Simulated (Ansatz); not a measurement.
# C₂H₄AlFO: up Jacob's ladder to CCSD(T)

The task here is to estimate one member of a computed series from the others.

Program: Ansatz 0.2.0, Gaussian basis. Level of theory: functionals in def2-TZVPP, the program's frozen cores in correlated methods. These are calculated values, not measurements.

Plan: LDA (SPW92), PBE-D4, revPBE-D4, BLYP-D4, r2SCAN-D4, B97M-V, PBE0-D4, B3LYP-D4, r2SCANh-D4, r2SCAN0-D4, HSE06-D4, BHLYP-D4, CAM-B3LYP-D4, LC-ωPBE, ωB97X-V, ωB97M-V, B2PLYP, PBE-QIDH; CCSD(T)/def2-SVP; CCSD(T)/def2-TZVPP; MP2/def2-QZVPP; extrapolation to the limit; RPA on PBE.

**The relaxed structure**

An earlier PBE0-D4 in a triple-zeta def2 set relaxation fixed the geometry.

9 atoms, charge 0, spin multiplicity 1.

Atoms are counted from 1 here; the program's logs count them from 0.

Bond lengths: C1–C2 1.325 Å, C1–H6 1.083 Å, C1–H7 1.081 Å, C2–O3 1.346 Å, C2–H8 1.090 Å, O3–Al4 1.684 Å, Al4–F5 1.640 Å, Al4–H9 1.565 Å. Angles: C2–C1–H6 121.4°, C2–C1–H7 119.7°, H6–C1–H7 119.0°, C1–C2–O3 123.2°, C1–C2–H8 121.1°, O3–C2–H8 115.7°, C2–O3–Al4 137.8°, O3–Al4–F5 116.4°, O3–Al4–H9 123.2°, F5–Al4–H9 120.5°.

Set-up of the first run:

Input file in.yaml:

```yaml
crystal:
  periodic: [false, false, false]
  atoms:
    - {symbol: C, position_ang: [-1.562005, -0.360051, 1.103917]}
    - {symbol: C, position_ang: [-0.727965, -0.312915, 0.075523]}
    - {symbol: O, position_ang: [0.490342, 0.256491, 0.139592]}
    - {symbol: Al, position_ang: [1.800789, 0.519330, -0.884818]}
    - {symbol: F, position_ang: [3.087581, 1.301591, -0.234975]}
    - {symbol: H, position_ang: [-1.297747, 0.065261, 2.064123]}
    - {symbol: H, position_ang: [-2.527691, -0.832213, 0.988547]}
    - {symbol: H, position_ang: [-0.999019, -0.743141, -0.888808]}
    - {symbol: H, position_ang: [1.824317, 0.059246, -2.380301]}
basis:
  gaussian: {orbitals: def2-TZVPP}
hamiltonian: {xc: lda}
output: {orbitals: {seedname: orbitals}}
```

Among the steps run: LDA; PBE-D4 (GGA); revPBE-D4 (GGA); BLYP-D4 (GGA); r2SCAN-D4 (meta-GGA); B97M-V (meta-GGA); PBE0-D4 (hybrid); B3LYP-D4 (hybrid); r2SCANh-D4 (hybrid); r2SCAN0-D4 (hybrid); HSE06-D4 (hybrid); BHLYP-D4 (hybrid); CAM-B3LYP-D4 (range-separated); LC-ωPBE (range-separated); ωB97X-V (range-separated); ωB97M-V (range-separated); B2PLYP (double hybrid); PBE-QIDH (double hybrid).

One of the session's tables, all rows but one given; the rest of the session is left out.

It belongs to the step «Frontier levels by functional». 

| functional | HOMO (eV) | gap (eV) |
| --- | --- | --- |
| LDA (SPW92) | -6.05 | 4.23 |
| PBE-D4 | -5.83 | 4.26 |
| revPBE-D4 | -5.75 | 4.29 |
| BLYP-D4 | -5.69 | 4.19 |
| r2SCAN-D4 | -6.02 | 4.84 |
| B97M-V | -6.04 | 4.60 |
| PBE0-D4 | -6.97 | 6.19 |
| B3LYP-D4 | -6.76 | 5.72 |
| r2SCANh-D4 | ? | ? |
| r2SCAN0-D4 | -7.11 | 6.57 |
| HSE06-D4 | -6.57 | 5.42 |
| BHLYP-D4 | -7.98 | 7.91 |
| CAM-B3LYP-D4 | -8.32 | 8.41 |
| LC-ωPBE | -9.70 | 10.95 |
| ωB97X-V | -9.30 | 10.41 |
| ωB97M-V | -9.22 | 9.99 |

Estimate the missing values for r2SCANh-D4.

Worked estimate for «HOMO (eV)». Against the share of exact exchange, r2SCAN-D4 (0, -6.02), r2SCAN0-D4 (0.25, -7.11) give a slope of -4.36 per unit share; at 0.1 the line stands at -6.46.

**Answer.** HOMO (eV): -6.46; gap (eV): 5.53. In «HOMO (eV)» the line misses by 0.00.
